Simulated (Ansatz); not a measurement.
# Si2GeH6: a ladder of functionals and wavefunction methods

Aim: compute Si2GeH6 with functionals from several rungs and with coupled cluster, and see how far each lands from CCSD(T) at the basis-set limit for the atomisation energy.

Program: Ansatz 0.2.0, Gaussian basis. Level of theory: functionals in def2-TZVPP, the program's frozen cores in correlated methods. These are calculated values, not measurements.

Plan: LDA (SPW92), PBE-D4, revPBE-D4, BLYP-D4, r2SCAN-D4, B97M-V, PBE0-D4, B3LYP-D4, r2SCANh-D4, r2SCAN0-D4, HSE06-D4, BHLYP-D4, CAM-B3LYP-D4, LC-ωPBE, ωB97X-V, ωB97M-V, B2PLYP, PBE-QIDH; CCSD(T)/def2-SVP; CCSD(T)/def2-TZVPP; MP2/def2-QZVPP; extrapolation to the limit; RPA on PBE.

## Step 1: The relaxed structure

The geometry comes from an earlier relaxation with PBE0-D4 in a triple-zeta def2 set; it is a stationary point, not always the lowest conformer.

9 atoms, charge 0, spin multiplicity 1.

Atoms are counted from 1 here; the program's logs count them from 0.

Bond lengths: Si1–Si2 2.328 Å, Si1–Ge3 2.381 Å, Si1–H4 1.484 Å, Si1–H5 1.484 Å, Si2–Ge3 2.381 Å, Si2–H6 1.484 Å, Si2–H7 1.484 Å, Ge3–H8 1.531 Å, Ge3–H9 1.531 Å. Angles: Si2–Si1–Ge3 60.7°, Si2–Si1–H4 118.7°, Si2–Si1–H5 118.6°, Ge3–Si1–H4 118.4°, Ge3–Si1–H5 118.2°, H4–Si1–H5 112.9°, Si1–Si2–Ge3 60.7°, Si1–Si2–H6 118.7°, Si1–Si2–H7 118.6°, Ge3–Si2–H6 118.4°, Ge3–Si2–H7 118.2°, H6–Si2–H7 112.9°, Si1–Ge3–Si2 58.6°, Si1–Ge3–H8 118.7°, Si1–Ge3–H9 118.6°, Si2–Ge3–H8 118.6°, Si2–Ge3–H9 118.7°, H8–Ge3–H9 113.3°.

## Step 2: LDA

This LDA is Slater exchange with PW92 correlation.

The input, in.yaml:

```yaml
crystal:
  periodic: [false, false, false]
  atoms:
    - {symbol: Si, position_ang: [-1.023457, 0.159657, -0.877544]}
    - {symbol: Si, position_ang: [1.067642, 0.832016, -0.104823]}
    - {symbol: Ge, position_ang: [-0.043726, -0.978362, 0.969625]}
    - {symbol: H, position_ang: [-1.109088, -0.549875, -2.177750]}
    - {symbol: H, position_ang: [-2.192137, 1.037081, -0.621491]}
    - {symbol: H, position_ang: [1.179160, 2.121476, 0.620540]}
    - {symbol: H, position_ang: [2.262131, 0.530355, -0.931587]}
    - {symbol: H, position_ang: [0.492326, -2.396889, 0.757806]}
    - {symbol: H, position_ang: [-0.632861, -0.755448, 2.365232]}
basis:
  gaussian: {orbitals: def2-TZVPP}
hamiltonian: {xc: lda}
output: {orbitals: {seedname: orbitals}}
```

Further steps of the session: PBE-D4 (GGA); revPBE-D4 (GGA); BLYP-D4 (GGA); r2SCAN-D4 (meta-GGA); B97M-V (meta-GGA); PBE0-D4 (hybrid); B3LYP-D4 (hybrid); r2SCANh-D4 (hybrid); r2SCAN0-D4 (hybrid); HSE06-D4 (hybrid); BHLYP-D4 (hybrid); CAM-B3LYP-D4 (range-separated); LC-ωPBE-D4 (range-separated); ωB97X-V (range-separated); ωB97M-V (range-separated); B2PLYP (double hybrid); PBE-QIDH (double hybrid); CCSD(T) in def2-SVP; CCSD(T) in def2-TZVPP; MP2 in def2-QZVPP; RPA on PBE orbitals.

**Question.** What will the summary of the whole plan be? Wanted: atomisation energy, CCSD(T)/CBS; farthest beyond LDA; mean size of error, GGA; mean size of error, meta-GGA; mean size of error, hybrid; mean size of error, range-separated; mean size of error, double hybrid; gap, smallest and largest; T1 diagnostic.

The runs gave:

| quantity | value |
| --- | --- |
| atomisation energy, CCSD(T)/CBS | 2432.6 kJ/mol |
| functionals within 24.3 kJ/mol (1.0 %) | r2SCAN-D4, r2SCANh-D4, r2SCAN0-D4, CAM-B3LYP-D4, ωB97X-V |
| farthest beyond LDA | revPBE-D4 (-71.4 kJ/mol) |
| mean size of error, GGA | 56.1 kJ/mol |
| mean size of error, meta-GGA | 19.0 kJ/mol |
| mean size of error, hybrid | 27.2 kJ/mol |
| mean size of error, range-separated | 29.9 kJ/mol |
| mean size of error, double hybrid | 49.5 kJ/mol |
| gap, smallest and largest | 4.07 eV (LDA (SPW92)), 10.43 eV (LC-ωPBE) |
| T1 diagnostic | 0.0132 |
| triples share of the correlation energy | 3.9 % |

**Reading.** LDA overbinds by 273.2 kJ/mol (11 %). PBE-D4 is off by -33.5 kJ/mol. Double hybrids carry the basis error of their MP2 part in triple zeta, and no dispersion term here, so their miss is partly the set-up's. Taken by rung, meta-GGA functionals do best (19.0 kJ/mol on average) and GGA ones worst beyond LDA (56.1 kJ/mol). The gap between the best rungs is small, so their order is not settled. Misses under about 24.3 kJ/mol are within the doubt on the reference itself, which lacks core-valence correlation, relativity and higher excitations, and its outer-core shells are covered unevenly. Hartree-Fock recovers 73 % of the binding; the rest is correlation. CCSD(T) in def2-SVP is off by -190.1 kJ/mol, which most functionals beat. Orbital gaps span 4.1 to 10.4 eV; exact exchange widens them. Correlated methods include outer-core shells of Ge, which these sets cover unevenly.
